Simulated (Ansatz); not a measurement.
# Cl₃HNTa: a ladder of functionals and wavefunction methods

An exercise on one series of results from a longer session: the logs are not shown, and one member is left open.

Computed with Ansatz 0.2.0, Gaussian basis. Level: functionals in def2-TZVPP, the program's frozen cores in correlated methods.

The runs, in order: LDA (SPW92), PBE-D4, revPBE-D4, BLYP-D4, r2SCAN-D4, B97M-V, PBE0-D4, B3LYP-D4, r2SCANh-D4, r2SCAN0-D4, HSE06-D4, BHLYP-D4, CAM-B3LYP-D4, LC-ωPBE, ωB97X-V, ωB97M-V, B2PLYP, PBE-QIDH; CCSD(T)/def2-SVP; CCSD(T)/def2-TZVPP; MP2/def2-QZVPP; extrapolation to the limit; RPA on PBE.

**The geometry**

All runs share one geometry, relaxed beforehand with PBE0-D4 in a triple-zeta def2 set. Ta takes the def2 core potential; no spin-orbit term is included.

SMILES `[NH]=[Ta]([Cl])([Cl])[Cl]`, 6 atoms, charge 0, spin multiplicity 1.

Atoms are counted from 1 here; the program's logs count them from 0.

Bond lengths: N1–Ta2 1.746 Å, N1–H6 1.007 Å, Ta2–Cl3 2.290 Å, Ta2–Cl4 2.290 Å, Ta2–Cl5 2.290 Å. Angles: Ta2–N1–H6 180.0°, N1–Ta2–Cl3 107.7°, N1–Ta2–Cl4 107.7°, N1–Ta2–Cl5 107.7°, Cl3–Ta2–Cl4 111.2°, Cl3–Ta2–Cl5 111.2°, Cl4–Ta2–Cl5 111.2°.

Set-up of the first run:

Contents of in.yaml:

```yaml
crystal:
  periodic: [false, false, false]
  atoms:
    - {symbol: N, position_ang: [-0.515380, 0.562098, 1.089146]}
    - {symbol: Ta, position_ang: [0.163564, -0.182362, -0.336276]}
    - {symbol: Cl, position_ang: [1.816857, -1.612139, 0.347279]}
    - {symbol: Cl, position_ang: [-1.521487, -1.311152, -1.399928]}
    - {symbol: Cl, position_ang: [1.005594, 1.487694, -1.657912]}
    - {symbol: H, position_ang: [-0.907148, 0.991761, 1.911491]}
basis:
  gaussian: {orbitals: def2-TZVPP}
hamiltonian: {xc: lda}
output: {orbitals: {seedname: orbitals}}
```

Among the steps run: LDA; PBE-D4 (GGA); revPBE-D4 (GGA); BLYP-D4 (GGA); r2SCAN-D4 (meta-GGA); B97M-V (meta-GGA); PBE0-D4 (hybrid); B3LYP-D4 (hybrid); r2SCANh-D4 (hybrid); r2SCAN0-D4 (hybrid); HSE06-D4 (hybrid); BHLYP-D4 (hybrid); CAM-B3LYP-D4 (range-separated); LC-ωPBE-D4 (range-separated; the results give it without D4); ωB97X-V (range-separated); ωB97M-V (range-separated); B2PLYP (double hybrid); PBE-QIDH (double hybrid).

One table of the session follows, with a row left open; its other results are not shown here.

It belongs to the step «Frontier levels by functional». 

| functional | HOMO (eV) | LUMO (eV) | gap (eV) |
| --- | --- | --- | --- |
| LDA (SPW92) | ? | ? | ? |
| PBE-D4 | -7.24 | -3.08 | 4.16 |
| revPBE-D4 | -7.17 | -2.98 | 4.19 |
| BLYP-D4 | -7.06 | -2.94 | 4.12 |
| r2SCAN-D4 | -7.56 | -2.99 | 4.57 |
| B97M-V | -7.57 | -2.93 | 4.63 |
| PBE0-D4 | -8.59 | -2.30 | 6.28 |
| B3LYP-D4 | -8.31 | -2.50 | 5.81 |
| r2SCANh-D4 | -8.06 | -2.69 | 5.36 |
| r2SCAN0-D4 | -8.81 | -2.24 | 6.56 |
| HSE06-D4 | -8.19 | -2.68 | 5.51 |
| BHLYP-D4 | -9.77 | -1.35 | 8.42 |
| CAM-B3LYP-D4 | -9.93 | -1.22 | 8.70 |
| LC-ωPBE | -11.35 | -0.12 | 11.23 |
| ωB97X-V | -10.96 | -0.19 | 10.77 |
| ωB97M-V | -10.82 | -0.23 | 10.60 |

Estimate the missing values for LDA (SPW92).

As computed: HOMO (eV): -7.42; LUMO (eV): -3.32; gap (eV): 4.10. In the column «HOMO (eV)» it lies between r2SCAN-D4 (-7.56) and PBE-D4 (-7.24).
